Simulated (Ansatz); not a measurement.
Runs of Ansatz 0.2.0 on GaB. Symmetry: P4/mmm, No. 123, tetragonal system. Conventional cell: a = 2.718 Å, b = 2.718 Å, c = 3.236 Å, α = 90.00°, β = 90.00°, γ = 90.00°. Around Ga (site symmetry 4/mmm) lie 8 B at 2.51 Å and 4 Ga at 2.72 Å. B (site symmetry 4/mmm) is surrounded by 8 Ga at 2.51 Å and 4 B at 2.72 Å. The cell was built by a generator and needn't be a form met in nature.

```tsv
level	k mesh	cutoff (eV)	gap on the mesh (eV)	pressure (GPa)
revPBE	10 × 10 × 8	420	none	1.8
r2SCAN	7 × 7 × 6	500	none	-2.0
RPBE	10 × 10 × 8	420	none	2.4
PBEsol	10 × 10 × 8	420	none	(b)
BLYP	10 × 10 × 8	420	none	(a)
r2SCAN	10 × 10 × 8	500	none	-2.9
```

Alike in all rows: task band structure; potentials or basis Ansatz PAW; no spin polarisation; cell as given; smearing fermi-dirac 0.05 eV.

Fill in the values left out.

(a) 8.0; (b) -4.2.

Caveats: the PAW data sets come from PBE, with cores solved anew for the run's functional, which leaves a small shift of forces and pressure.

A k mesh can miss the band edges, and the runs leave out spin-orbit coupling on Ga.

A gap of «none» marks a metal or a gap under the smearing width.

Runs at the PBE level aren't shown here.
